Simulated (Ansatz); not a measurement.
# CsRb3: how settings move the results

One table from this session's results is given with a row withheld; the runs are named, their logs left out.

Computed with Ansatz 0.2.0 (DFT PBEsol, scalar-relativistic, plane waves, PAW, unless a step's input says otherwise).

1 further run of the same task is left out (it didn't finish).

## The starting structure

It takes space group I4/mmm (No. 139, tetragonal). Conventional cell: a = 7.403 Å, b = 7.403 Å, c = 14.835 Å, α = 90.00°, β = 90.00°, γ = 90.00°.

Coordinates:

```
Cs Rb
1.0
    -3.70127    3.70127    7.41769
     3.70127   -3.70127    7.41769
     3.70127    3.70127   -7.41769
Cs Rb
1 3
Direct
  0.00000 0.00000 0.00000
  0.75000 0.25000 0.50000
  0.25000 0.75000 0.50000
  0.50000 0.50000 0.00000
```

The structure comes from the Materials Project (structure only); it is used as listed.

Set-up of the first run:

The input, input.yaml:

```yaml
crystal:
  lattice:
    - [-3.70126506, 3.70126506, 7.4176897]
    - [3.70126506, -3.70126506, 7.4176897]
    - [3.70126506, 3.70126506, -7.4176897]
  atoms:
    - { symbol: Cs, position: [0.0, 0.0, 0.0] }
    - { symbol: Rb, position: [0.75, 0.25, 0.5] }
    - { symbol: Rb, position: [0.25, 0.75, 0.5] }
    - { symbol: Rb, position: [0.5, 0.5, 0.0] }
basis:
  ecutwfc: 420
kpoints:
  mp_grid: { grid: [4, 4, 4] }
hamiltonian:
  xc: pbesol
scf:
  occupations: { method: gaussian, width: 0.1 }
output:
  forces: true
  stress: true
  eigenvalues: true
```

Among the steps run: A first look at the start; Base run on a denser mesh; Plane-wave cutoff set to 250 eV; Plane-wave cutoff set to 300 eV; Plane-wave cutoff set to 350 eV; Plane-wave cutoff: 500 eV.

One of the session's tables, all rows but one given; the rest of the session is left out.

```
cutoff (eV)  ΔE (meV/atom)
        250           17.7
        300              ?
        350           0.33
        420           0.03
        500           0.00
```

Q: Estimate the row for cutoff (eV) = 300 from the others.

Worked estimate for «ΔE (meV/atom)». A straight line through the neighbours (250, 17.7) and (350, 0.33) gives 17.7 + (0.33 − 17.7) × (300 − 250) / (350 − 250) = 9.01; a parabola fitted to 3 rows on both sides gives 6.52.

**Answer.** ΔE (meV/atom): 2.36. In «ΔE (meV/atom)» the line misses by +6.65 and the parabola by +4.16.

Total energies converge more slowly with the cutoff than differences between like structures do.

To keep in mind: The settings are coarse, so take the values as rough. Warnings in the runs' records: cutoff below recommended.
